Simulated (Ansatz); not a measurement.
**GaH₄+ (triplet): from Hartree-Fock to the top rungs at distance Ga1–H4 = 3.679 Å, cc-pVDZ**

The task here is to estimate one member of a computed series from the others.

Computed with Ansatz 0.2.0, Gaussian basis. Level: cc-pVDZ, core rule «outside noble gas», up to 14 orbitals frozen.

The runs, in order: UHF; CCSD(T) on ROHF; CCSD(T) on UHF; BCCD(T) on ROHF; CISD as a restricted active space (open shells left free, so some higher excitations enter); CCSDT(Q) on ROHF; CCSDT(Q) on UHF; CASSCF and MRCISD+Q, 4 electrons in 4 orbitals; CASSCF and NEVPT2, 4 electrons in 4 orbitals; Full CI.

29 further runs of the same task are left out: 10 for a known fault of the program, 12 that didn't finish, 7 set aside as unsound or not needed. Runs told in other sessions of the task aren't counted.

## The system

The geometry derives from a PBE0/def2-TZVP stationary point (not a proven minimum). One bond is set to the value named and the two fragments are kept rigid. No spin-orbit coupling is included. The filled d shell of Ga may be among the frozen orbitals whatever the setting's name suggests.

5 atoms, charge 1, spin multiplicity 3.

Atoms are counted from 1 here; the program's logs count them from 0.

Bond lengths: Ga1–H2 1.643 Å, Ga1–H3 1.643 Å, Ga1–H5 1.643 Å. Angles: H2–Ga1–H3 69.0°, H2–Ga1–H5 132.8°, H3–Ga1–H5 132.8°.

Set-up of the first run:

in.yaml

```yaml
crystal:
  periodic: [false, false, false]
  atoms:
    - {symbol: Ga, position_ang: [0.011076, -0.011049, 0.023008]}
    - {symbol: H, position_ang: [0.663580, 0.653056, 1.376877]}
    - {symbol: H, position_ang: [-0.651439, -0.665143, 1.376889]}
    - {symbol: H, position_ang: [-1.453465, 1.449931, -3.019310]}
    - {symbol: H, position_ang: [0.675172, -0.673555, -1.325999]}
basis:
  gaussian: {orbitals: cc-pVDZ}
total_charge: 1
magnetization: {spin_polarized: true, initial_magnetization: 2}
hamiltonian: {xc: hf}
output: {orbitals: {seedname: orbitals}}
```

Run with:

```console
$ ansatz run in.yaml --threads 1 --pin off --events-out ev --progress --plain --max-ram 2393MiB
```

Steps of the session up to this table: UHF; CCSD(T) on ROHF; CCSD(T) on UHF; BCCD(T) on ROHF; CISD as a restricted active space (open shells left free, so some higher excitations enter); CCSDT(Q) on ROHF; CCSDT(Q) on UHF; CASSCF and MRCISD+Q, 4 electrons in 4 orbitals; CASSCF and NEVPT2, 4 electrons in 4 orbitals; Full CI.

One of the session's tables, all rows but one given; the rest of the session is left out.

```
       method  from FCI (meV)
         ROHF         +2448.2
          UHF         +2198.2
         RMP2          +660.6
         UMP2          +665.9
        RCCSD           +57.8
        UCCSD               ?
     RCCSD(T)           +17.7
     UCCSD(T)           +15.6
      BCCD(T)           +17.5
       RCCSDT            +1.3
       UCCSDT            -0.8
    RCCSDT(Q)            +0.7
    UCCSDT(Q)            -1.5
  CASSCF pair         +1844.4
  NEVPT2 pair          +594.6
  MRCISD pair           +76.6
MRCISD+Q pair           -18.3
          FCI               0
```

**Question.** Estimate the row for UCCSD.

**Answer.** from FCI (meV): +51.0. In the column «from FCI (meV)» it lies between RCCSD(T) (+17.7) and RCCSD (+57.8).

Not comparable, so not listed: CISD as a restricted active space (open shells left free, so some higher excitations enter) (they don't share determinant, frozen orbitals or solution with the rows shown, or repeat one).

Caveats from the session: MRCISD+Q pair falls below full CI: the +Q correction isn't variational, and the cores differ from full CI's. Levels on UHF freeze UHF's core orbitals, full CI those of ROHF, so the U rows can settle a little off it for that reason alone. Restricted and unrestricted rows rest on different reference determinants; a gap between their highest levels can come from leftover correlation error, from unlike frozen cores or from another state.
